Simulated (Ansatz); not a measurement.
# C16SeO31: the cost of one run

Method: DFT, PBE, plane-wave PAW, default files, scalar-relativistic, as far as a step names no other, in Ansatz 0.2.0.

**1. Starting point**

The structure is trigonal, space group R3 (No. 146). The conventional cell has a = 15.548 Å, b = 15.548 Å, c = 9.521 Å, α = 90.00°, β = 90.00°, γ = 120.00°. C (site symmetry 3) is surrounded by 1 Se at 1.17 Å and 1 O at 1.17 Å. C (site symmetry 1) has 2 O at 1.17 Å as nearest neighbours. Se (site symmetry 3) is surrounded by 1 C at 1.17 Å. O (site symmetry 1) is surrounded by 1 C at 1.17 Å. Only part of the 18 independent sites is listed.

As a file:

```cif
data_structure
_symmetry_space_group_name_H-M 'P 1'
_symmetry_Int_Tables_number 1
_cell_length_a 9.5212
_cell_length_b 9.5212
_cell_length_c 9.5212
_cell_angle_alpha 109.471
_cell_angle_beta 109.471
_cell_angle_gamma 109.471
_cell_volume 664.44
loop_
_atom_site_label
_atom_site_type_symbol
_atom_site_fract_x
_atom_site_fract_y
_atom_site_fract_z
_atom_site_occupancy
C1 C 0.00000 0.00000 0.00000 1
C2 C 0.50000 0.50000 0.00000 1
C3 C 0.50000 0.00000 0.50000 1
C4 C 0.00000 0.50000 0.50000 1
C5 C 0.25000 0.50000 0.25000 1
C6 C 0.75000 0.00000 0.25000 1
C7 C 0.75000 0.50000 0.75000 1
C8 C 0.25000 0.00000 0.75000 1
C9 C 0.25000 0.25000 0.50000 1
C10 C 0.75000 0.75000 0.50000 1
C11 C 0.75000 0.25000 0.00000 1
C12 C 0.25000 0.75000 0.00000 1
C13 C 0.50000 0.25000 0.25000 1
C14 C 0.00000 0.75000 0.25000 1
C15 C 0.00000 0.25000 0.75000 1
C16 C 0.50000 0.75000 0.75000 1
Se1 Se 0.12254 0.12254 0.12254 1
O1 O 0.62254 0.62254 0.12254 1
O2 O 0.62254 0.12254 0.62254 1
O3 O 0.12254 0.62254 0.62254 1
O4 O 0.75000 0.50000 0.62746 1
O5 O 0.25000 0.00000 0.62746 1
O6 O 0.25000 0.50000 0.12746 1
O7 O 0.75000 0.00000 0.12746 1
O8 O 0.62746 0.75000 0.50000 1
O9 O 0.12746 0.25000 0.50000 1
O10 O 0.12746 0.75000 0.00000 1
O11 O 0.62746 0.25000 0.00000 1
O12 O 0.50000 0.62746 0.75000 1
O13 O 0.00000 0.12746 0.75000 1
O14 O 0.00000 0.62746 0.25000 1
O15 O 0.50000 0.12746 0.25000 1
O16 O 0.87746 0.87746 0.87746 1
O17 O 0.37746 0.37746 0.87746 1
O18 O 0.37746 0.87746 0.37746 1
O19 O 0.87746 0.37746 0.37746 1
O20 O 0.25000 0.50000 0.37254 1
O21 O 0.75000 0.00000 0.37254 1
O22 O 0.75000 0.50000 0.87254 1
O23 O 0.25000 0.00000 0.87254 1
O24 O 0.37254 0.25000 0.50000 1
O25 O 0.87254 0.75000 0.50000 1
O26 O 0.87254 0.25000 0.00000 1
O27 O 0.37254 0.75000 0.00000 1
O28 O 0.50000 0.37254 0.25000 1
O29 O 0.00000 0.87254 0.25000 1
O30 O 0.00000 0.37254 0.75000 1
O31 O 0.50000 0.87254 0.75000 1
```

Atom 17 of the input is the impurity.

**2. Single point at the given positions**

input.yaml

```yaml
crystal:
  lattice:
    - [-5.49707328, 5.49707328, 5.49707328]
    - [5.49707328, -5.49707328, 5.49707328]
    - [5.49707328, 5.49707328, -5.49707328]
  atoms:
    - { symbol: C, position: [0.0, 0.0, 0.0] }
    - { symbol: C, position: [0.5, 0.5, 0.0] }
    - { symbol: C, position: [0.5, 0.0, 0.5] }
    - { symbol: C, position: [0.0, 0.5, 0.5] }
    - { symbol: C, position: [0.25, 0.5, 0.25] }
    - { symbol: C, position: [0.75, 0.0, 0.25] }
    - { symbol: C, position: [0.75, 0.5, 0.75] }
    - { symbol: C, position: [0.25, 0.0, 0.75] }
    - { symbol: C, position: [0.25, 0.25, 0.5] }
    - { symbol: C, position: [0.75, 0.75, 0.5] }
    - { symbol: C, position: [0.75, 0.25, 0.0] }
    - { symbol: C, position: [0.25, 0.75, 0.0] }
    - { symbol: C, position: [0.5, 0.25, 0.25] }
    - { symbol: C, position: [0.0, 0.75, 0.25] }
    - { symbol: C, position: [0.0, 0.25, 0.75] }
    - { symbol: C, position: [0.5, 0.75, 0.75] }
    - { symbol: Se, position: [0.12253698, 0.12253698, 0.12253698] }
    - { symbol: O, position: [0.62253698, 0.62253698, 0.12253698] }
    - { symbol: O, position: [0.62253698, 0.12253698, 0.62253698] }
    - { symbol: O, position: [0.12253698, 0.62253698, 0.62253698] }
    - { symbol: O, position: [0.75, 0.5, 0.62746302] }
    - { symbol: O, position: [0.25, 0.0, 0.62746302] }
    - { symbol: O, position: [0.25, 0.5, 0.12746302] }
    - { symbol: O, position: [0.75, 0.0, 0.12746302] }
    - { symbol: O, position: [0.62746302, 0.75, 0.5] }
    - { symbol: O, position: [0.12746302, 0.25, 0.5] }
    - { symbol: O, position: [0.12746302, 0.75, 0.0] }
    - { symbol: O, position: [0.62746302, 0.25, 0.0] }
    - { symbol: O, position: [0.5, 0.62746302, 0.75] }
    - { symbol: O, position: [0.0, 0.12746302, 0.75] }
    - { symbol: O, position: [0.0, 0.62746302, 0.25] }
    - { symbol: O, position: [0.5, 0.12746302, 0.25] }
    - { symbol: O, position: [0.87746302, 0.87746302, 0.87746302] }
    - { symbol: O, position: [0.37746302, 0.37746302, 0.87746302] }
    - { symbol: O, position: [0.37746302, 0.87746302, 0.37746302] }
    - { symbol: O, position: [0.87746302, 0.37746302, 0.37746302] }
    - { symbol: O, position: [0.25, 0.5, 0.37253698] }
    - { symbol: O, position: [0.75, 0.0, 0.37253698] }
    - { symbol: O, position: [0.75, 0.5, 0.87253698] }
    - { symbol: O, position: [0.25, 0.0, 0.87253698] }
    - { symbol: O, position: [0.37253698, 0.25, 0.5] }
    - { symbol: O, position: [0.87253698, 0.75, 0.5] }
    - { symbol: O, position: [0.87253698, 0.25, 0.0] }
    - { symbol: O, position: [0.37253698, 0.75, 0.0] }
    - { symbol: O, position: [0.5, 0.37253698, 0.25] }
    - { symbol: O, position: [0.0, 0.87253698, 0.25] }
    - { symbol: O, position: [0.0, 0.37253698, 0.75] }
    - { symbol: O, position: [0.5, 0.87253698, 0.75] }
kpoints:
  mp_grid: { grid: [3, 3, 3] }
scf:
  occupations: { method: fermi_dirac, width: 0.01 }
hamiltonian:
  xc: pbe
  pseudopotentials: { kind: paw }
output:
  forces: true
  stress: true
  populations: true
  efg: { quadrupole_moments_barn: { O: -0.02558 }, contact_densities: true }
```

The run is started by

```bash
$ ansatz run input.yaml --threads 1 --pin off --max-ram 3072MiB --backend cpu --events-out ev --progress --plain --runs-dir out
```

Q: Estimate wall time and peak memory on 1 thread of Arm Neoverse V2, shared host.

About 2.2 min, with a peak of 1.3 GiB.
